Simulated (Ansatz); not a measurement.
## BiTe, space group Fm-3m: a displacement scan with seeded SCF runs, step by step

Program: the Python package of Ansatz (0.2.0).

At the Python prompt:
```pycon
>>> import warnings
>>> import ansatz as az
>>> import numpy as np
>>> warnings.simplefilter("ignore", az.DeckWarning)
>>> vectors = np.array([
...     [0.0, 3.235, 3.235],
...     [3.235, 0.0, 3.235],
...     [3.235, 3.235, 0.0],
... ])
>>> xtal = (
...     az.Lattice.of(vectors)
...     .atom("Bi", (0.0, 0.0, 0.0))
...     .atom("Te", (0.5, 0.5, 0.5))
... )
>>> len(xtal.resolved().sites)
2
>>> start = np.array(xtal.resolved().sites[1].position)
>>> previous, rows = None, []
>>> for step in range(4):
...     target = start + step * 0.01 * np.eye(3)[2]
...     job = xtal.move(1, to=target).calculation()
...     job = job.functional("lda")
...     job = job.kpoints(mesh=(3, 3, 3), shift=0.5)
...     job = job.occupations("methfessel_paxton", width=0.2)
...     job = job.forces()
...     session = job.session()
...     if previous is not None:
...         session.seed_next_step(previous)
...     previous = session.plan(retain="wavefunctions").execute()
...     data = previous.report
...     shift = float(np.linalg.norm((target - start) @ np.array(data["lattice"]["cell_ang"])))
...     rows.append((step, shift, data["lagrangian_ev"], float(np.linalg.norm(data["forces_ev_ang"][1])), data["n_iterations"], data["n_symmetry_ops"]))
...
True
True
True
>>> rows = [(row[0], row[1], 1000 * (row[2] - rows[0][2]), *row[3:]) for row in rows]
>>> for row in rows:
...     print("; ".join(f"{name} = {round(v, 4) if isinstance(v, float) else v}" for name, v in zip(["step", "moved A", "dE meV", "force on it eV/A", "iterations", "symmetry operations"], row)))
...
step = 0; moved A = 0.0; dE meV = 0.0; force on it eV/A = 0.0; iterations = 7; symmetry operations = 12
step = 1; moved A = 0.0457; dE meV = 2.4061; force on it eV/A = 0.105; iterations = 6; symmetry operations = 2
step = 2; moved A = 0.0915; dE meV = 9.3403; force on it eV/A = 0.1982; iterations = 5; symmetry operations = 2
step = 3; moved A = 0.1372; dE meV = 20.0143; force on it eV/A = 0.2711; iterations = 6; symmetry operations = 2
```

The settings weren't tested for convergence. For a metal this mesh is far too coarse, so the numbers only illustrate the procedure. The mesh has less symmetry than the crystal, which the program warned of. Spin-orbit coupling, which matters for elements this heavy, is left out. The structure is a deposited one; some such entries were measured under pressure or heat, so a shift against it needn't be the functional's error alone. The first step keeps the crystal's symmetry; the moved atom lowers it. The script silences the warnings on its input, which a real study should read. Finished in 7.3 s on 1 thread of Arm Neoverse V1, with other jobs on the host, peak memory 0.39 GiB.

(Lines on the test bed's own set-up are left out of the output.)
